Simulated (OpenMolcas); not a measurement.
# Mo⁴⁺ with 6 ligands (oxide): CASSCF and CASPT2 levels, g values and susceptibility

Aim: the ligand-field states of Mo⁴⁺ in this surrounding, its lowest levels with spin-orbit coupling and its magnetic susceptibility.

Program: OpenMolcas 26.06. Level of theory: state-averaged CASSCF and CASPT2, spin-orbit coupling by RASSI with atomic mean-field integrals. These are calculated values, not measurements, unless marked.

**1. The atom as given**

| Property | Result |
| --- | --- |
| Species | Mo⁴⁺ (molybdenum, Z = 42, 38 electrons) |
| Basis | ANO-RCC-VTZP [7s6p4d2f1g], 152 functions with the ligands |
| Scalar Hamiltonian | DKH2, point nucleus |
| Inactive shells | 1s 2s 2p 3s 3p 3d 4s 4p of the metal, and all ligand shells |
| Active space | 2 electrons in 5 orbitals (4d) |
| Some configurations of this space | 4d2 |
| Orbitals | optimised for each spin and parity, averaged over all roots |

Outer shells as boxes (Hund's rule):

4d2
```
4d [↑ ][↑ ][  ][  ][  ]
```

Mo⁴⁺ is taken with 6 ligands (oxide) in octahedron coordination (Oh) at 2.09 Å. A charge of +1.33 e stands 2.4 Å behind each ligand. Ligand basis ANO-RCC-VDZP.

```xyz
7

Mo    0.0000    0.0000    0.0000
O     2.0900    0.0000    0.0000
O     0.0000    2.0900    0.0000
O    -2.0900    0.0000    0.0000
O     0.0000   -2.0900    0.0000
O     0.0000    0.0000    2.0900
O     0.0000    0.0000   -2.0900
```

The work runs as a chain of OpenMolcas steps in one folder; each step below is one input file. The outputs are cut to the sections that carry results. Labels, J, g values, rates, χT and fits are worked out afterwards by a script from the matrices that RASSI stores. The input lists half of the charges; inversion (Group=XYZ) makes the rest.

**2. GATEWAY and SEWARD: basis and integrals**

a.inp

```
&GATEWAY
Coord
7

Mo 0.0 0.0 0.0
O 2.090000 0.000000 0.000000
O 0.000000 2.090000 0.000000
O -2.090000 0.000000 0.000000
O 0.000000 -2.090000 0.000000
O 0.000000 0.000000 2.090000
O 0.000000 0.000000 -2.090000
Basis=Mo.ANO-RCC-VTZP,O.ANO-RCC-VDZP
Group=XYZ
NoMove
AngMom=0.0 0.0 0.0
AMFI
RICD
XField
3 Angstrom 0
4.490000 0.000000 0.000000 1.333333
0.000000 4.490000 0.000000 1.333333
0.000000 0.000000 4.490000 1.333333
&SEWARD
```

Started as:

```console
OMP_NUM_THREADS=1 MOLCAS_MEM=2457 MOLCAS_PROJECT=a pymolcas a.inp > a.log
```

**3. Reference wave functions, triplets of even parity, 10 roots**

a.inp

```
&RASSCF
FileOrb=start.orb
Symmetry=1
Spin=3
nActEl=2 0 0
Inactive=24 24
Ras2=5 0
CIRoot=10 10 1
SDav=10
CIMx=300
Iter=150 100
PrWF=0.3
OrbListing=Nothing
MaxOrb=0
LevShft=1.0
>>> COPY $Project.JobIph JOB001
```

start.orb holds start orbitals that the driver prepared beforehand, or those of the step before.

**4. CASSCF: singlets of even parity, 15 roots**

a.inp

```
&RASSCF
FileOrb=start.orb
Symmetry=1
Spin=1
nActEl=2 0 0
Inactive=24 24
Ras2=5 0
CIRoot=15 15 1
SDav=15
CIMx=300
Iter=150 100
PrWF=0.3
OrbListing=Nothing
MaxOrb=0
LevShft=1.0
>>> COPY $Project.JobIph JOB002
```

**5. RASSI: spin-orbit coupling between the states**

a.inp

```
&RASSI
NrOfJobIphs=2 10 15
1 2 3 4 5 6 7 8 9 10
1 2 3 4 5 6 7 8 9 10 11 12 13 14 15
IphNames
JOB001
JOB002
EJob
SpinOrbit
DIPRint=1.0
SOCoupling=1000.0
Subsets=2
Property=9
'ANGMOM' 1 'ANGMOM' 2 'ANGMOM' 3 'MLTPL  1' 1 'MLTPL  1' 2 'MLTPL  1' 3
'AMFI' 1 'AMFI' 2 'AMFI' 3
SOProperty=3
'ANGMOM' 1 'ANGMOM' 2 'ANGMOM' 3
```

**6. CASPT2: IPEA 0.25, imaginary shift 0.1 (closed shells correlated: 4s 4p of the metal, with ligand shells; the Frozen line counts the rest)**

a.inp

```
>>> COPY JOB001 $Project.JobIph
&CASPT2
Multistate=10 1 2 3 4 5 6 7 8 9 10
NoMult
Frozen=11 9
IPEA=0.25
Imaginary=0.1
MaxIter=60
WThr=0.0 0.3 0.05
PrWF=0.5
NoMix
>>> COPY JOB002 $Project.JobIph
&CASPT2
Multistate=15 1 2 3 4 5 6 7 8 9 10 11 12 13 14 15
NoMult
Frozen=11 9
IPEA=0.25
Imaginary=0.1
MaxIter=60
WThr=0.0 0.3 0.05
PrWF=0.5
NoMix
```

(Steps that only read results are left out.)

Before running it: what results should come out? Wanted: spin-free ground state; first state of the same spin; lowest level; next level.

As calculated:

| quantity | value |
| --- | --- |
| method | SS-CASPT2, IPEA 0.25, imaginary shift 0.1 (closed shells correlated: 4s 4p of the metal, with ligand shells; the Frozen line counts the rest) |
| spin-free ground state | 3T1, 3-fold in its orbital part |
| first state of the same spin | 3T2 at 16600 cm⁻¹ |
| lowest level | 2-fold E, g = 0.00, 0.00, 0.00 |
| next level | 51.5 cm⁻¹ |
| χT at 300 K | 0.35 cm³ K/mol |
| effective moment at 300 K | 1.68 μB |

Cost by method:

| method | time of its own steps | time with the reference |
| --- | --- | --- |
| A. CASSCF | 20 s | 20 s |
| B. SS-CASPT2, IPEA 0.25, imaginary shift 0.1, +4s 4p | 63 s | 82 s |

Times are of one thread on a shared host.

**Reading.** The spin-free ground state (3T1) is 3-fold and keeps the highest spin of the shell. χT at 300 K is 0.35, against 1.00 cm³ K/mol for the spin alone, so orbital moment lowers it. A ligand-field fit to the states below 45000 cm-1 gives 10Dq = 16561 cm-1, B = 440 cm-1 and C = 1622 cm-1 (C/B = 3.68), with a deviation of 829 cm-1. CASPT2 does not keep the components of a term degenerate, and the means are used. The bonds are covalent and no ligand orbital is active, so the numbers are rough. Bare point charges leave oxide and sulfide ligands too diffuse, so the field comes out too small.
